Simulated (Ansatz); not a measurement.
# CsLiCr2Te2S3 (P3m1) in Ansatz: convergence with wavefunction cutoff

Aim: find how far wavefunction cutoff must go before the results for CsLiCr2Te2S3 settle, at PBE. This setting moves, with any that are tied to it; all else stays.

Program: Ansatz 0.2.0. These are calculated values, not measurements. Logs are shortened: lines on timing, memory, paths and dates and some standing lists are left out, and cuts for length are marked.

**1. The crystal as given**

Symmetry: P3m1, No. 156, trigonal system. Conventional cell: a = 3.604 Å, b = 3.604 Å, c = 19.067 Å, α = 90.00°, β = 90.00°, γ = 120.00°. Cs (site symmetry 3m) is surrounded by 3 S at 3.38 Å and 6 Cs at 3.60 Å and 3 Te at 3.77 Å. Li (site symmetry 3m) has 6 S at 2.63 to 2.66 Å as nearest neighbours. Around Cr (site symmetry 3m) lie 3 S at 2.40 Å and 3 Te at 2.74 Å. Cr (site symmetry 3m) is surrounded by 6 S at 2.43 to 2.45 Å. Around Te (site symmetry 3m) lie 6 Te at 3.60 Å and 3 Cs at 3.77 Å. Around Te (site symmetry 3m) lie 3 Cr at 2.74 Å. S (site symmetry 3m) is surrounded by 3 Cr at 2.45 Å and 3 Li at 2.63 Å. S (site symmetry 3m) is surrounded by 3 Cr at 2.40 Å and 3 Li at 2.66 Å.

The cell was built by a generator and needn't be a form met in nature.

**2. With wavefunction cutoff 200 eV**

input.yaml

```yaml
crystal:
  lattice:
    - [3.60358, 0.0, 0.0]
    - [-1.80179, 3.12079, 0.0]
    - [0.0, 0.0, 19.06651]
  atoms:
    - { symbol: Cs, position: [0.0, 0.0, 0.37399] }
    - { symbol: Li, position: [0.66667, 0.33333, 0.01607] }
    - { symbol: Cr, position: [0.0, 0.0, 0.86637], spin: 3.0 }
    - { symbol: Cr, position: [0.33333, 0.66667, 0.16833], spin: 3.0 }
    - { symbol: Te, position: [0.33333, 0.66667, 0.53891] }
    - { symbol: Te, position: [0.66667, 0.33333, 0.77276] }
    - { symbol: S, position: [0.0, 0.0, 0.1003] }
    - { symbol: S, position: [0.33333, 0.66667, 0.9292] }
    - { symbol: S, position: [0.66667, 0.33333, 0.23408] }
hamiltonian:
  xc: pbe
  pseudopotentials: { kind: paw }
magnetization:
  spin_polarized: true
kpoints:
  mp_grid: { grid: [6, 6, 1] }
scf:
  occupations: { method: fermi_dirac, width: 0.05 }
output:
  forces: true
  stress: true
  eigenvalues: true
basis:
  ecutwfc: "200 eV"
```

Potentials or basis: Ansatz PAW.

Run with:

```
$ ansatz run input.yaml --threads 8 --pin off --max-ram 20480MiB --backend cpu --events-out ev --progress --plain --runs-dir out
```

Wall time 3.1 s (8 threads of Arm Neoverse V2, shared host); peak memory 0.56 GiB.

What came out:

```
Free energy            : -29269.7082 eV
Pressure               : -2.5 GPa
Largest force          : 0.802 eV/Å
Band gap on the k mesh : none (metal or under the smearing width)
Net moment             : 5.69 μB per cell
Absolute moment        : 6.78 μB per cell
Site moments           : Cs +0.00; Li -0.00; Cr +2.66, +2.78; Te -0.01, -0.15; S -0.05, -0.06, -0.07 μB
```

**3. With wavefunction cutoff 250 eV**

input.yaml, as its differences from that of step 2:

```diff
@@ -29,2 +29,2 @@
 basis:
-  ecutwfc: "200 eV"
+  ecutwfc: "250 eV"
```

Potentials or basis: Ansatz PAW.

Run with:

```
$ ansatz run input.yaml --threads 8 --pin off --max-ram 20480MiB --backend cpu --events-out ev --progress --plain --runs-dir out
```

It took 3.9 s on 8 threads of Arm Neoverse V2, shared host; peak memory 0.63 GiB.

Results:

- Free energy: -29297.3309 eV
- Pressure: 0.4 GPa
- Largest force: 0.088 eV/Å
- Band gap on the k mesh: none (metal or under the smearing width)
- Net moment: 5.66 μB per cell
- Absolute moment: 6.70 μB per cell
- Site moments: Cs +0.00; Li -0.00; Cr +2.61, +2.75; Te -0.01, -0.15; S -0.05, -0.06 μB

**4. With wavefunction cutoff 300 eV**

input.yaml, as its differences from that of step 3:

```diff
@@ -29,2 +29,2 @@
 basis:
-  ecutwfc: "250 eV"
+  ecutwfc: "300 eV"
```

Run with:

```
$ ansatz run input.yaml --threads 8 --pin off --max-ram 20480MiB --backend cpu --events-out ev --progress --plain --runs-dir out
```

Wall time 4.4 s (8 threads of Arm Neoverse V2, shared host); peak memory 0.7 GiB.

Results:

```yaml
Free_energy: -29302.1623 eV
Pressure: 0.0 GPa
Largest_force: 0.088 eV/Å
Band_gap_on_the_k_mesh: none (metal or under the smearing width)
Net_moment: 5.65 μB per cell
Absolute_moment: 6.70 μB per cell
Site_moments: Cs +0.00; Li -0.01; Cr +2.59, +2.74; Te -0.01, -0.15; S -0.05, -0.06 μB
```

**5. With wavefunction cutoff 350 eV**

input.yaml, as its differences from that of step 4:

```diff
@@ -29,2 +29,2 @@
 basis:
-  ecutwfc: "300 eV"
+  ecutwfc: "350 eV"
```

Run with:

```
$ ansatz run input.yaml --threads 8 --pin off --max-ram 20480MiB --backend cpu --events-out ev --progress --plain --runs-dir out
```

Run time: 4.8 s. Hardware: 8 threads of Arm Neoverse V2, shared host; peak memory 0.79 GiB.

Results:

```yaml
Free_energy: -29302.7747 eV
Pressure: 0.0 GPa
Largest_force: 0.081 eV/Å
Band_gap_on_the_k_mesh: none (metal or under the smearing width)
Net_moment: 5.65 μB per cell
Absolute_moment: 6.70 μB per cell
Site_moments: Cs +0.00; Li -0.01; Cr +2.60, +2.74; Te -0.01, -0.15; S -0.05, -0.06 μB
```

**6. With wavefunction cutoff 400 eV**

input.yaml, as its differences from that of step 5:

```diff
@@ -29,2 +29,2 @@
 basis:
-  ecutwfc: "350 eV"
+  ecutwfc: "400 eV"
```

Potentials or basis: Ansatz PAW.

Run with:

```
$ ansatz run input.yaml --threads 8 --pin off --max-ram 20480MiB --backend cpu --events-out ev --progress --plain --runs-dir out
```

Run time: 5.7 s. Hardware: 8 threads of Arm Neoverse V2, shared host; peak memory 0.88 GiB.

Results (log left out):

```
Free energy            : -29302.8326 eV
Pressure               : 0.0 GPa
Largest force          : 0.079 eV/Å
Band gap on the k mesh : none (metal or under the smearing width)
Net moment             : 5.65 μB per cell
Absolute moment        : 6.70 μB per cell
Site moments           : Cs +0.00; Li -0.01; Cr +2.60, +2.74; Te -0.01, -0.15; S -0.05, -0.06 μB
```

**7. With wavefunction cutoff 450 eV**

input.yaml, as its differences from that of step 6:

```diff
@@ -29,2 +29,2 @@
 basis:
-  ecutwfc: "400 eV"
+  ecutwfc: "450 eV"
```

Run with:

```
$ ansatz run input.yaml --threads 8 --pin off --max-ram 20480MiB --backend cpu --events-out ev --progress --plain --runs-dir out
```

It took 6.8 s on 8 threads of Arm Neoverse V2, shared host; peak memory 1 GiB.

The run converged. Its results:

```
Free energy            : -29302.8377 eV
Pressure               : 0.0 GPa
Largest force          : 0.079 eV/Å
Band gap on the k mesh : none (metal or under the smearing width)
Net moment             : 5.65 μB per cell
Absolute moment        : 6.70 μB per cell
Site moments           : Cs +0.00; Li -0.01; Cr +2.60, +2.74; Te -0.01, -0.15; S -0.05, -0.06 μB
```

**8. With wavefunction cutoff 500 eV**

input.yaml, as its differences from that of step 7:

```diff
@@ -29,2 +29,2 @@
 basis:
-  ecutwfc: "450 eV"
+  ecutwfc: "500 eV"
```

Run with:

```
$ ansatz run input.yaml --threads 8 --pin off --max-ram 20480MiB --backend cpu --events-out ev --progress --plain --runs-dir out
```

Run time: 7.6 s. Hardware: 8 threads of Arm Neoverse V2, shared host; peak memory 1.1 GiB.

Results (log left out):

- Free energy: -29302.8410 eV
- Pressure: 0.0 GPa
- Largest force: 0.080 eV/Å
- Band gap on the k mesh: none (metal or under the smearing width)
- Net moment: 5.65 μB per cell
- Absolute moment: 6.70 μB per cell
- Site moments: Cs +0.00; Li -0.01; Cr +2.60, +2.74; Te -0.01, -0.15; S -0.05, -0.06 μB

**9. With wavefunction cutoff 600 eV**

input.yaml, as its differences from that of step 8:

```diff
@@ -29,2 +29,2 @@
 basis:
-  ecutwfc: "500 eV"
+  ecutwfc: "600 eV"
```

Potentials or basis: Ansatz PAW.

Run with:

```
$ ansatz run input.yaml --threads 8 --pin off --max-ram 20480MiB --backend cpu --events-out ev --progress --plain --runs-dir out
```

Run time: 9.8 s. Hardware: 8 threads of Arm Neoverse V2, shared host; peak memory 1.3 GiB.

Results (log left out):

- Free energy: -29302.8437 eV
- Pressure: 0.0 GPa
- Largest force: 0.080 eV/Å
- Band gap on the k mesh: none (metal or under the smearing width)
- Net moment: 5.65 μB per cell
- Absolute moment: 6.70 μB per cell
- Site moments: Cs +0.00; Li -0.01; Cr +2.60, +2.74; Te -0.01, -0.15; S -0.05, -0.06 μB

**10. With wavefunction cutoff 800 eV**

input.yaml, as its differences from that of step 9:

```diff
@@ -29,2 +29,2 @@
 basis:
-  ecutwfc: "600 eV"
+  ecutwfc: "800 eV"
```

Potentials or basis: Ansatz PAW.

Run with:

```
$ ansatz run input.yaml --threads 8 --pin off --max-ram 20480MiB --backend cpu --events-out ev --progress --plain --runs-dir out
```

The log of the run:

```text
Warning: the atoms were moved onto the symmetric positions of the space group found under crystal.symmetry.tolerance 1.0e-5 (fractional; no operation is sought that the atoms, as they stand in a round, miss by more than twice it, and no atom is moved by as much as it), and the run uses the moved positions. Before a round's move an operation carried an atom to 3.60e-5 Å from where it should land, the largest such distance. Atom 1 (counting from 0) moved farthest, by 2.08e-5 Å; the longest move in fractions of the cell, of whichever atom, is 0.47 of the tolerance, in 1 round. To run the atoms as typed, lower crystal.symmetry.tolerance until the operations that they miss are no longer found, or set crystal.symmetry.detect: false (a key that needs symmetry detection or time reversal refuses this as the deck is read). The positions used, in the order of the run's atom list: position: [0.0, 0.0, 0.37399]; position: [0.6666666666666666, 0.3333333333333333, 0.01607]; position: [0.0, 0.0, 0.86637]; position: [0.3333333333333333, 0.6666666666666666, 0.16833]; position: [0.3333333333333333, 0.6666666666666666, 0.53891]; position: [0.6666666666666666, 0.3333333333333333, 0.77276]; position: [0.0, 0.0, 0.1003]; position: [0.3333333333333333, 0.6666666666666666, 0.9292]; position: [0.6666666666666666, 0.3333333333333333, 0.23408]; The lattice was moved too: crystal.lattice keeps the space group found at crystal.symmetry.tolerance 1.0e-5 only nearly: the operation that it misses by the most changes a squared length by the fraction 1.01e-6. The run uses the lattice that is a stretch of the typed one, with no rotation, onto the one that keeps every operation to a double's rounding (on a very oblique basis the stretch itself rounds by more); the deck's lattice vector that moved farthest moved by 1.05e-6 Å. To run the lattice as typed, set crystal.symmetry.tolerance under 1.01e-6, the least fraction by which an operation that the lattice misses changes a squared length (the same key also sets how far an atom may lie from its image, so lowering it can lose operations that the atoms keep only within it), or set crystal.symmetry.detect: false, as for the atoms. crystal.lattice made exact, in Å and degrees: [[3.603578946584446, 0.0, 0.0], [-1.801789473292223, 3.120790912284897, 0.0], [0.0, 0.0, 19.06651]]. Pasted over the deck's crystal.lattice, beside positions in fractional coordinates, it runs the same cell (given as lengths and angles, that cell in the form's own orientation, a rigid turn of the misfit's size from the one run here, for which a checkpoint.post_process_only pass over this run's state can be refused: where this run relaxes nothing, give such a pass this deck's own crystal.lattice, as typed; behind a relaxation, as crystal.lattice, the state's own cell, identity.cell in its checkpoint.json), and a matrix so pasted ends this notice, except on a very skew basis of the lattice, where the rounding of the pasted numbers themselves can read as a misfit: the cell is then moved again, and that move is told again. The lattice as run is in this notice's lattice.as_run_ang field (Run.prep()["deck_notices"] in Python, the deck_notice line of an events file, deck_notices of ansatz run --dry-run=json, or deck_notices in record.json in the deck's checkpoint.write directory).
[... 119 lines left out ...]
  k-point 2 ↑: bands = ["-65.0414", "-64.5896", "-38.2271", "-36.3977", "-36.3889", "-36.3781", "-35.9629", "-35.9524", "-35.9444", "-28.5699", "-28.5590", "-28.3719", "-28.3691", "-28.3491", "-28.3377", "-28.3020", "-28.2849", "-28.2821", "-28.2556", "-15.0028", "-5.1027", "-4.8705", "-4.3825", "-2.9974", "-2.6091", "-2.3359", "-1.4098", "-1.1998", "2.8154", "3.0619", "3.3038", "3.8585", "4.3347", "4.4925", "4.7209", "4.7452", "5.4162", "5.5315", "5.8533", "6.2746", "6.4917", "6.5515", "6.7742", "6.8746", "7.0398", "7.1962", "7.6356", "7.8662", "8.9071", "9.0765", "9.4509", "9.5561", "9.5755", "10.2207", "11.6578", "12.6133", "12.7620", "13.2564"]
  k-point 6 ↓: bands = ["-62.0385", "-61.7323", "-38.2282", "-33.4418", "-33.4415", "-33.4286", "-33.1899", "-33.1252", "-33.1224", "-28.5630", "-28.5630", "-28.3771", "-28.3767", "-28.3730", "-28.3729", "-28.3161", "-28.3160", "-28.3003", "-28.2845", "-14.7797", "-4.5311", "-4.5048", "-4.3622", "-2.8988", "-2.7521", "-1.9929", "-1.4249", "-1.4105", "3.2690", "3.3676", "3.4082", "3.5146", "3.7147", "4.0389", "4.7327", "4.8615", "5.1652", "5.4178", "5.4652", "5.5547", "5.6164", "6.3030", "7.3370", "9.4320", "9.7424", "9.9542", "9.9760", "9.9971", "10.0226", "10.3305", "10.5396", "10.5400", "10.9974", "11.5017", "11.8098", "12.7791", "13.0138", "13.0375"]
```

Run time: 15 s. Hardware: 8 threads of Arm Neoverse V2, shared host; peak memory 1.9 GiB.

What came out:

```yaml
Free_energy: -29302.8447 eV
Pressure: 0.0 GPa
Largest_force: 0.080 eV/Å
Band_gap_on_the_k_mesh: none (metal or under the smearing width)
Net_moment: 5.65 μB per cell
Absolute_moment: 6.70 μB per cell
Site_moments: Cs +0.00; Li -0.01; Cr +2.60, +2.74; Te -0.01, -0.15; S -0.05, -0.06 μB
```

**11. Result**

| wavefunction cutoff | energy less the tightest run, at zero smearing (meV/atom) | pressure (GPa) | largest force (eV/Å) | absolute moment (μB) | SCF cycles | CPU time (s) | peak memory (GiB) |
| --- | --- | --- | --- | --- | --- | --- | --- |
| 200 eV | 3681.75 | -2.48 | 0.802 | 6.78 | 35 | 21 | 0.56 |
| 250 eV | 612.64 | 0.41 | 0.088 | 6.70 | 35 | 27 | 0.63 |
| 300 eV | 75.80 | -0.03 | 0.088 | 6.70 | 31 | 31 | 0.7 |
| 350 eV | 7.77 | 0.00 | 0.081 | 6.70 | 32 | 35 | 0.79 |
| 400 eV | 1.34 | 0.01 | 0.079 | 6.70 | 31 | 42 | 0.88 |
| 450 eV | 0.78 | 0.01 | 0.079 | 6.70 | 32 | 50 | 1 |
| 500 eV | 0.40 | 0.00 | 0.080 | 6.70 | 32 | 57 | 1.1 |
| 600 eV | 0.11 | 0.00 | 0.080 | 6.70 | 32 | 74 | 1.3 |
| 800 eV | 0.00 | 0.00 | 0.080 | 6.70 | 32 | 110 | 1.9 |

Against the tightest run, the energy stays within 1 meV/atom from 450 eV on; the pressure stays within 0.1 GPa from 300 eV on; the largest force stays within 0.005 eV/Å from 350 eV on; the absolute moment stays within 0.02 μB from 250 eV on. The tightest run that finished is the yardstick and may itself not be fully converged.

Caveats: only a ferromagnetic start was run, and an antiferromagnetic order may lie lower in energy.
